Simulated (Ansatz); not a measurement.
# BCl₃H₃N (built from SMILES ClB(Cl)Cl.N): search for a transition state

Wanted: the transition state of a four-centre ligand exchange (form B1–N6, Cl2–H5 and break B1–Cl2, H5–N6). The guess is relaxed with those distances held, a saddle search follows, and vibrations and two downhill relaxations check it.

The runs use Ansatz 0.2.0, Gaussian basis; PBE0-D4, def2-SVP first, then def2-TZVP.

152 further runs of the same task are left out: 152 set aside as unsound or not needed.

### Step 1. The system as given

The guess: 8 atoms, charge 0, spin multiplicity 1.

Atoms are counted from 1 here; the program's logs count them from 0.

Bond lengths: B1–Cl3 1.723 Å, B1–Cl4 1.723 Å, B1–N6 1.515 Å, Cl2–H5 1.571 Å, H5–N6 1.304 Å, N6–H7 1.014 Å, N6–H8 1.014 Å. Angles: Cl3–B1–Cl4 122.3°, Cl3–B1–N6 117.0°, Cl4–B1–N6 117.0°, Cl2–H5–N6 137.7°, B1–N6–H5 89.1°, B1–N6–H7 116.5°, B1–N6–H8 116.5°, H5–N6–H7 110.9°, H5–N6–H8 110.9°, H7–N6–H8 110.8°.

Geometry (Å):

```xyz
8

B    -0.0588    0.2538   -0.7446
Cl    1.9858    0.5713    0.6335
Cl    0.4633   -0.7824   -2.0187
Cl   -0.6116    1.8604   -1.0328
H     0.6505   -0.1331    1.0674
N    -0.5103   -0.4092    0.5407
H    -0.6616   -1.4114    0.5047
H    -1.2574    0.0505    1.0497
```

Distances that are to change: B1–N6 1.52 Å, Cl2–H5 1.57 Å, B1–Cl2 2.49 Å, H5–N6 1.30 Å.

### Step 2. Constrained relaxation of the guess

Input file hold/in.yaml:

```yaml
crystal:
  periodic: [false, false, false]
  atoms:
    - {symbol: B, position_ang: [-0.058800, 0.253800, -0.744600]}
    - {symbol: Cl, position_ang: [1.985800, 0.571300, 0.633500]}
    - {symbol: Cl, position_ang: [0.463300, -0.782400, -2.018700]}
    - {symbol: Cl, position_ang: [-0.611600, 1.860400, -1.032800]}
    - {symbol: H, position_ang: [0.650500, -0.133100, 1.067400]}
    - {symbol: N, position_ang: [-0.510300, -0.409200, 0.540700]}
    - {symbol: H, position_ang: [-0.661600, -1.411400, 0.504700]}
    - {symbol: H, position_ang: [-1.257400, 0.050500, 1.049700]}
basis:
  gaussian: {orbitals: def2-SVP}
hamiltonian: {xc: pbe0, dispersion: d4}
relax: {f_tol: 0.04, max_steps: 150, escape_saddle: false, constraints: [{distance: [0, 5]}, {distance: [1, 4]}, {distance: [0, 1]}, {distance: [4, 5]}]}
```

Command:

```
$ ansatz run in.yaml --threads 4 --pin off --events-out ev --progress --plain --max-ram 9574MiB
```

The runs that follow: Force constants to start from; Saddle search in the small basis; Saddle search in triple zeta; Checking the order of the point; Relaxing after a step of 0.30 Å one way along the mode; Relaxing after a step of 0.30 Å the other way along the mode.

Before running it: what results should come out? Wanted: imaginary mode; barrier from the start side; barrier from the end side; energy of the step; pairs that change; zero-point energy at the saddle.

The runs gave:

| quantity | value |
| --- | --- |
| imaginary mode | 914i cm⁻¹ |
| barrier from the start side | 129.1 kJ/mol |
| barrier from the end side | 71.9 kJ/mol |
| energy of the step | +57.2 kJ/mol |
| pairs that change | B1–N6 tightened, Cl2–H5 formed, B1–Cl2 broken, H5–N6 broken |
| zero-point energy at the saddle | 1.140 eV |

In words: One imaginary mode, 914i cm⁻¹, makes this a first-order saddle. It joins the planned start and end. At PBE0-D4/def2-TZVP the electronic barrier is 129.1 kJ/mol, about 52 kT at 298 K, and the step runs 57.2 kJ/mol uphill. A step off the saddle overshot and began above it in energy, so the link to its end is likely but not proven. The ends are the nearest minima, not always the lowest complexes.
